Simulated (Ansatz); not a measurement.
# CH4N2Te: the cost of one run

Computed with Ansatz 0.2.0, driven from Python. Level of theory: Hartree-Fock/def2-SVP.

## (1) The system

Bond lengths: N1–C2 1.229 Å, C2–N3 1.395 Å, C2–Te4 2.084 Å, N1–H5 1.092 Å, N3–H6 1.072 Å, N3–H7 1.080 Å, Te4–H8 1.737 Å. Angles: N1–C2–N3 118.9°, N1–C2–Te4 122.9°, N3–C2–Te4 118.2°, C2–N1–H5 122.1°, C2–N3–H6 122.3°, C2–N3–H7 122.6°, H6–N3–H7 115.2°, C2–Te4–H8 89.8°.

The script holds or builds the structure itself.

## (2) The script

Input file bend_ch4n2te.py:

```python
"""Bending curve of CH4N2Te."""

import ansatz as az
from ase import Atoms

BASIS = "def2-SVP"
XC = "HF"
FORCE_TOL = 0.02

atoms = Atoms(["N", "C", "N", "Te", "H", "H", "H", "H"], positions=[
    (-0.8717, 1.1595, -0.0827),
    (-0.1149, 0.1986, -0.1989),
    (1.2461, 0.3782, 0.0502),
    (-0.7719, -1.6977, -0.7587),
    (-1.939, 1.0864, -0.2997),
    (1.655, 1.3268, 0.3385),
    (1.9607, -0.4297, -0.0135),
    (-1.0722, -2.0792, 0.9091),
])

# start the scan from a relaxed geometry
first = (
    az.Crystal.molecule_from_ase(atoms).calculation()
    .basis(gaussian=BASIS)
    .functional(XC)
    .relax(force_tolerance=FORCE_TOL, max_steps=80)
)
atoms.positions = first.run(threads=1, pin="off").report["positions_ang"]

rows = []
for angle in [85, 95, 105, 115, 125, 140, 160]:
    bent = atoms.copy()
    bent.set_angle(1, 0, 4, angle, indices=[4])
    model = az.Crystal.molecule_from_ase(bent).calculation()
    model = model.basis(gaussian=BASIS)
    model = model.functional(XC)
    rows.append((angle, model.run(threads=1, pin="off").report["free_energy_ev"]))
floor = min(e for _, e in rows)
for angle, e in rows:
    print(f"angle C1-N0-H4 = {angle:3d} deg   {1000 * (e - floor):9.1f} meV")
```

## (3) Launch

Command:

```
$ python bend_ch4n2te.py
```

Q: Estimate wall time and peak memory on 1 thread of Arm Neoverse V2, shared host.

About 58 s, with a peak of 0.25 GiB.
